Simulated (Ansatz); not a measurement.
# CCl2FI: how energies converge with the basis set

How large a basis does CCl2FI need? Two functionals are run in growing sets.

The runs use Ansatz 0.2.0, Gaussian basis; one geometry, several basis sets.

The runs, in order: PBE0-D4/def2-SVP; ωB97M-V/def2-SVP; PBE0-D4/def2-QZVPP; ωB97M-V/def2-QZVPP; the functionals' def2-TZVPP values are taken from earlier runs.

**1. The relaxed structure**

An earlier PBE0-D4 in a triple-zeta def2 set relaxation fixed the geometry. I takes the def2 core potential; no spin-orbit term is included.

SMILES `FC(Cl)(Cl)I`, 5 atoms, charge 0, spin multiplicity 1.

Atoms are counted from 1 here; the program's logs count them from 0.

Bond lengths: F1–C2 1.335 Å, C2–Cl3 1.757 Å, C2–Cl4 1.757 Å, C2–I5 2.159 Å. Angles: F1–C2–Cl3 108.6°, F1–C2–Cl4 108.6°, F1–C2–I5 108.0°, Cl3–C2–Cl4 110.5°, Cl3–C2–I5 110.6°, Cl4–C2–I5 110.6°.

**2. PBE0-D4 in def2-SVP**

in.yaml reads:

```yaml
crystal:
  periodic: [false, false, false]
  atoms:
    - {symbol: F, position_ang: [0.027136, 0.301833, 1.383038]}
    - {symbol: C, position_ang: [-0.034555, -0.049455, 0.096749]}
    - {symbol: Cl, position_ang: [0.549917, -1.698639, -0.061108]}
    - {symbol: Cl, position_ang: [-1.705293, 0.064103, -0.434359]}
    - {symbol: I, position_ang: [1.212694, 1.308559, -1.025721]}
basis:
  gaussian: {orbitals: def2-SVP}
hamiltonian: {xc: pbe0, dispersion: d4}
output: {orbitals: {seedname: orbitals}}
```

On the command line:

```console
> ansatz run in.yaml --threads 4 --pin off --events-out ev --progress --plain --max-ram 10444MiB
```

The runs that follow: ωB97M-V in def2-SVP; PBE0-D4 in def2-QZVPP; ωB97M-V in def2-QZVPP.

Before running them: what should the planned runs give, taken together? Wanted: PBE0-D4: double and triple zeta above quadruple; ωB97M-V: double and triple zeta above quadruple.

As calculated:

```
                                       quantity           value
PBE0-D4: double and triple zeta above quadruple  14.51, 0.96 eV
ωB97M-V: double and triple zeta above quadruple  14.45, 0.91 eV
```

In words: For PBE0-D4 the step from double to triple zeta gains 13.55 eV and the next only 0.96 eV. These are total energies; as a rule much of such shifts cancels in differences, which this series doesn't test.
